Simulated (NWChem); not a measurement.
# A workflow on the pair BH2O2F···C2H3N

Aim: the energy (singlet C2H5BFNO2, wB97X-D3/6-31G*), then a single-point energy (singlet BH2O2F, wB97X-D3/6-31G*), then the energy (singlet C2H3N, wB97X-D3/6-31G*), then the energy (singlet BH2O2F, wB97X-D3/6-31G*), then a single-point energy (singlet C2H3N, wB97X-D3/6-31G*) of C2H5BFNO2 and its partners. 

The results are computed with NWChem 7.3.0.

## (1) The molecule

The species is C2H5BFNO2 (12 atoms), meant as a singlet with charge 0. The two molecules were placed rigidly side by side, at 0.9 times their contact distance; the pair isn't optimised.

Bond lengths: O1–B2 1.360 Å, B2–O3 1.352 Å, B2–F4 1.333 Å, C7–C8 1.202 Å, C8–N9 1.344 Å, O1–H5 0.960 Å, O3–H6 0.960 Å, C7–H10 1.063 Å, N9–H11 1.009 Å, N9–H12 1.009 Å. Angles: O1–B2–O3 121.6°, O1–B2–F4 120.5°, O3–B2–F4 117.9°, C7–C8–N9 177.2°, B2–O1–H5 113.1°, B2–O3–H6 112.5°, C8–C7–H10 179.7°, C8–N9–H11 115.0°, C8–N9–H12 115.0°, H11–N9–H12 112.2°.

## (2) A single-point energy at wB97X-D3/6-31G(d) (spherical functions) (run 1)

Input file test.nw:

```
start test
memory 2200 mb

geometry noautosym nocenter noautoz
   O     -0.484520     0.981670    -0.200680
   B     -0.030820    -0.296830    -0.098780
   O      0.982380    -0.624530     0.733820
   F     -0.580120    -1.269930    -0.825480
   H     -1.205920     1.076770    -0.826580
   H      1.318980     0.132870     1.217720
   C      1.327980    -2.983830    -2.403990
   C      0.501680    -3.688270    -1.888800
   N     -0.372760    -4.515860    -1.292280
   H      2.055110    -2.358050    -2.860820
   H     -0.864620    -4.120720    -0.504990
   H     -0.990870    -5.007370    -1.920220
end

basis spherical bse
   * library 6-31G*
end

dft
   xc wb97x-d3
   mult 1
   grid fine
   convergence energy 1e-08
   iterations 100
   mulliken
   print low
end

task dft energy
```

On the command line:

```console
$ nwchem test.nw > test.out
```

What it wrote:

```text
[...]
 d= 0,ls=0.0,diis     1   -408.9243358500 -6.76D+02  8.69D-03  1.18D+00     5.8
[...]
 d= 0,ls=0.0,diis    11   -409.0572549374 -5.35D-09  3.08D-07  1.03D-09    66.4
         Total DFT energy =     -409.057254937359
      One electron energy =    -1090.386920806005
           Coulomb energy =      466.030543502367
    Exchange-Corr. energy =      -51.372942990560
 Nuclear repulsion energy =      266.674691202685
    Dispersion correction =       -0.002625845846
[...]
      Total Density - Mulliken Population Analysis
     ---------------------------------------------
    Atom       Charge   Shell Charges
 -----------   ------   -------------------------------------------------------
    1 O    8     8.62   2.00  0.89  2.96  0.91  1.85  0.02
    2 B    5     4.37   2.00  0.48  1.37  0.07  0.25  0.20
    3 O    8     8.59   2.00  0.89  2.96  0.90  1.82  0.02
    4 F    9     9.29   2.00  0.93  3.33  0.99  2.03  0.01
    5 H    1     0.56   0.47  0.09
    6 H    1     0.57   0.47  0.09
    7 C    6     6.37   2.00  0.66  2.03  0.56  1.10  0.02
    8 C    6     5.71   2.00  0.67  2.01  0.41  0.58  0.05
    9 N    7     7.86   2.00  0.75  2.56  0.90  1.61  0.03
   10 H    1     0.79   0.51  0.28
[...]
```

It took 67 s on 1 thread of Intel Xeon Platinum 8488C (Sapphire Rapids), shared host; peak memory 0.12 GiB.

## (3) BH2O2F: a single-point energy at wB97X-D3/6-31G(d) (spherical functions) (run 2)

Input file nw.nw:

```
start nw
title "BFH2O2"
memory stack 880 mb heap 220 mb global 1100 mb
geometry units atomic noautosym nocenter noautoz
O  -0.91561010  1.85508744 -0.37923024
B  -0.05824136 -0.56092741 -0.18666715
O   1.85642915 -1.18019066  1.38671882
F  -1.09626792 -2.39981990 -1.55993112
H  -2.27885853  2.03480040 -1.56200982
H   2.49251096  0.25108791  2.30115730
end
basis spherical bse
O library 6-31G*
B library 6-31G*
F library 6-31G*
H library 6-31G*
end
dft
xc wb97x-d3
grid fine
convergence energy 1e-08
maxiter 100
mulliken
print low
end
task dft energy
```

On the command line:

```console
$ nwchem nw.nw > nw.out
```

What it wrote:

```text
[...]
 d= 0,ls=0.0,diis     1   -276.3311972152 -3.91D+02  1.23D-02  8.75D-01     1.6
[...]
 d= 0,ls=0.0,diis    10   -276.4239315560 -1.22D-09  6.46D-07  8.08D-10    14.3
         Total DFT energy =     -276.423931555999
      One electron energy =     -608.883581104350
           Coulomb energy =      250.519530960856
    Exchange-Corr. energy =      -32.557828874188
 Nuclear repulsion energy =      114.498553277551
    Dispersion correction =       -0.000605815868
[...]
      Total Density - Mulliken Population Analysis
     ---------------------------------------------
    Atom       Charge   Shell Charges
 -----------   ------   -------------------------------------------------------
    1 O    8     8.62   2.00  0.89  2.96  0.90  1.85  0.02
    2 B    5     4.37   2.00  0.48  1.37  0.07  0.25  0.20
    3 O    8     8.59   2.00  0.89  2.96  0.90  1.82  0.02
    4 F    9     9.30   2.00  0.93  3.33  0.99  2.04  0.01
    5 H    1     0.56   0.47  0.09
    6 H    1     0.56   0.47  0.09
[...]
```

Wall time 15 s (1 thread of Intel Xeon Platinum 8488C (Sapphire Rapids), shared host); peak memory 0.11 GiB.

## (4) C2H3N: a single-point energy at wB97X-D3/6-31G(d) (spherical functions) (run 3)

Input file geom.nw:

```
START geom
TITLE "C2H3N wB97X-D3"
memory total 2200 mb

GEOMETRY units angstrom noautosym nocenter noautoz
   C        1.327980      -2.983830      -2.403990
   C        0.501680      -3.688270      -1.888800
   N       -0.372760      -4.515860      -1.292280
   H        2.055110      -2.358050      -2.860820
   H       -0.864620      -4.120720      -0.504990
   H       -0.990870      -5.007370      -1.920220
END

BASIS spherical bse
   * library 6-31G*
END

DFT
   xc wb97x-d3
   mult 1
   grid fine
   convergence energy 1e-08
   maxiter 100
   mulliken
   print low
END

TASK dft energy
```

On the command line:

```console
$ nwchem geom.nw > geom.out
```

What it wrote:

```text
[...]
 d= 0,ls=0.0,diis     1   -132.5939855916 -1.92D+02  1.10D-02  3.04D-01     1.1
[...]
 d= 0,ls=0.0,diis    11   -132.6332643932 -6.06D-10  3.53D-07  3.37D-10    10.5
         Total DFT energy =     -132.633264393158
      One electron energy =     -296.182879760188
           Coulomb energy =      122.682817724076
    Exchange-Corr. energy =      -18.816268305087
 Nuclear repulsion energy =       59.683455137127
    Dispersion correction =       -0.000389189085
[...]
      Total Density - Mulliken Population Analysis
     ---------------------------------------------
    Atom       Charge   Shell Charges
 -----------   ------   -------------------------------------------------------
    1 C    6     6.36   2.00  0.66  2.02  0.56  1.10  0.02
    2 C    6     5.73   2.00  0.67  2.01  0.41  0.59  0.05
    3 N    7     7.85   2.00  0.75  2.56  0.90  1.61  0.03
    4 H    1     0.78   0.51  0.27
    5 H    1     0.64   0.50  0.14
    6 H    1     0.64   0.50  0.14
[...]
```

Run time: 11 s. Hardware: 1 thread of Intel Xeon Platinum 8488C (Sapphire Rapids), shared host; peak memory 0.12 GiB.

## (5) BH2O2F among ghost functions: the energy at wB97X-D3/6-31G(d) (spherical functions, with ghost functions) (run 4)

Input file mymol.nw:

```
start mymol
title "BFH2O2"
memory total 2200 mb
charge 0

geometry units angstroms noautosym nocenter noautoz
   O    -0.484520    0.981670   -0.200680
   B    -0.030820   -0.296830   -0.098780
   O     0.982380   -0.624530    0.733820
   F    -0.580120   -1.269930   -0.825480
   H    -1.205920    1.076770   -0.826580
   H     1.318980    0.132870    1.217720
   bqC      1.327980    -2.983830    -2.403990
   bqC      0.501680    -3.688270    -1.888800
   bqN     -0.372760    -4.515860    -1.292280
   bqH      2.055110    -2.358050    -2.860820
   bqH     -0.864620    -4.120720    -0.504990
   bqH     -0.990870    -5.007370    -1.920220
end

basis spherical bse
   O library 6-31G*
   B library 6-31G*
   F library 6-31G*
   H library 6-31G*
   bqC library C 6-31G*
   bqN library N 6-31G*
   bqH library H 6-31G*
end

dft
   xc wb97x-d3
   grid fine
   convergence energy 1e-08
   maxiter 100
   mulliken
   print low
end

task dft energy
```

On the command line:

```console
$ nwchem mymol.nw > mymol.out
```

What it wrote:

```text
[...]
 d= 0,ls=0.0,diis     1   -276.3331400373 -3.91D+02  6.94D-03  8.74D-01     4.9
[...]
 d= 0,ls=0.0,diis    10   -276.4260126937 -1.27D-09  3.64D-07  7.90D-10    57.7
         Total DFT energy =     -276.426012693717
      One electron energy =     -608.829070276674
           Coulomb energy =      250.457253468708
    Exchange-Corr. energy =      -32.552151533448
 Nuclear repulsion energy =      114.498561463488
    Dispersion correction =       -0.000605815792
[...]
      Total Density - Mulliken Population Analysis
     ---------------------------------------------
    Atom       Charge   Shell Charges
 -----------   ------   -------------------------------------------------------
    1 O    8     8.62   2.00  0.89  2.96  0.91  1.84  0.02
    2 B    5     4.36   2.00  0.48  1.37  0.07  0.24  0.20
    3 O    8     8.59   2.00  0.89  2.96  0.91  1.82  0.02
    4 F    9     9.29   2.00  0.93  3.33  0.99  2.03  0.01
    5 H    1     0.56   0.47  0.09
    6 H    1     0.56   0.47  0.09
    7 X    0     0.01  -0.00 -0.00 -0.00  0.01  0.01  0.00
    8 X    0    -0.00  -0.00 -0.00 -0.00 -0.00  0.00  0.00
    9 X    0    -0.00   0.00  0.00 -0.00 -0.00 -0.00 -0.00
   10 X    0     0.00  -0.00  0.00
[...]
```

It took 59 s on 1 thread of Intel Xeon Platinum 8488C (Sapphire Rapids), shared host; peak memory 0.12 GiB.

## (6) C2H3N among ghost functions: a single-point energy at wB97X-D3/6-31G(d) (spherical functions, with ghost functions) (run 5)

Input file run.nw:

```
start run
title "C2H3N wB97X-D3"
memory stack 880 mb heap 220 mb global 1100 mb

geometry units angstroms noautosym nocenter noautoz
   C        1.327980      -2.983830      -2.403990
   C        0.501680      -3.688270      -1.888800
   N       -0.372760      -4.515860      -1.292280
   H        2.055110      -2.358050      -2.860820
   H       -0.864620      -4.120720      -0.504990
   H       -0.990870      -5.007370      -1.920220
   bqO     -0.484520     0.981670    -0.200680
   bqB     -0.030820    -0.296830    -0.098780
   bqO      0.982380    -0.624530     0.733820
   bqF     -0.580120    -1.269930    -0.825480
   bqH     -1.205920     1.076770    -0.826580
   bqH      1.318980     0.132870     1.217720
end

basis spherical bse
   C library 6-31G*
   N library 6-31G*
   H library 6-31G*
   bqO library O 6-31G*
   bqB library B 6-31G*
   bqF library F 6-31G*
   bqH library H 6-31G*
end

dft
   xc wb97x-d3
   grid fine
   convergence energy 1e-08
   maxiter 100
   mulliken
   print low
end

task dft energy
```

On the command line:

```console
$ nwchem run.nw > run.out
```

What it wrote:

```text
[...]
 d= 0,ls=0.0,diis     1   -132.5948124930 -1.92D+02  4.86D-03  3.04D-01     4.5
[...]
 d= 0,ls=0.0,diis    11   -132.6340959823 -5.92D-10  1.56D-07  3.14D-10    59.1
         Total DFT energy =     -132.634095982308
      One electron energy =     -296.159895270159
           Coulomb energy =      122.656214659271
    Exchange-Corr. energy =      -18.813481319462
 Nuclear repulsion energy =       59.683455137127
    Dispersion correction =       -0.000389189085
[...]
      Total Density - Mulliken Population Analysis
     ---------------------------------------------
    Atom       Charge   Shell Charges
 -----------   ------   -------------------------------------------------------
    1 C    6     6.36   2.00  0.66  2.02  0.56  1.09  0.02
    2 C    6     5.73   2.00  0.67  2.01  0.41  0.59  0.05
    3 N    7     7.86   2.00  0.75  2.56  0.90  1.61  0.03
    4 H    1     0.78   0.51  0.27
    5 H    1     0.64   0.50  0.14
    6 H    1     0.64   0.50  0.14
    7 X    0    -0.00  -0.00 -0.00  0.00  0.00 -0.00 -0.00
    8 X    0     0.01  -0.00 -0.00 -0.00  0.00  0.01 -0.00
    9 X    0    -0.00   0.00  0.00 -0.00 -0.00 -0.00  0.00
   10 X    0     0.00   0.00  0.00 -0.00 -0.00  0.00 -0.00
[...]
```

Wall time 60 s (1 thread of Intel Xeon Platinum 8488C (Sapphire Rapids), shared host); peak memory 0.12 GiB.

## (7) Results

| quantity | value |
| --- | --- |
| run 1, wB97X-D3/6-31G*: total energy | -409.05725 Eh |
| run 1, wB97X-D3/6-31G*: dispersion energy | -6.89 kJ/mol |
| BH2O2F: total energy | -276.42393 Eh |
| BH2O2F: dispersion energy | -1.59 kJ/mol |
| C2H3N: total energy | -132.63326 Eh |
| C2H3N: dispersion energy | -1.02 kJ/mol |
| BH2O2F among ghost functions: total energy | -276.42601 Eh |
| BH2O2F among ghost functions: dispersion energy | -1.59 kJ/mol |
| C2H3N among ghost functions: total energy | -132.63410 Eh |
| C2H3N among ghost functions: dispersion energy | -1.02 kJ/mol |
| interaction energy of the rigid parts BH2O2F and C2H3N (parts in their own basis; closest atoms 2.85 Å apart) | -0.002 eV |
| interaction energy of the rigid parts BH2O2F and C2H3N (parts in the whole basis, counterpoise; closest atoms 2.85 Å apart) | 0.078 eV |

**Reading.** The interaction energy of the rigid parts BH2O2F and C2H3N (parts in their own basis; closest atoms 2.85 Å apart) is −0.00 eV (−0.0 kcal/mol). Without counterpoise this holds the superposition error of the basis. The interaction energy of the rigid parts BH2O2F and C2H3N (parts in the whole basis, counterpoise; closest atoms 2.85 Å apart) is 0.08 eV (1.8 kcal/mol): the parts repel at this shape. The basis-set superposition error is 7.6 kJ/mol. It is larger than the uncorrected attraction, which is thus an artefact of the basis. Mulliken charges (C2H3N) run from -0.85 on N3 to +0.36 on H5.
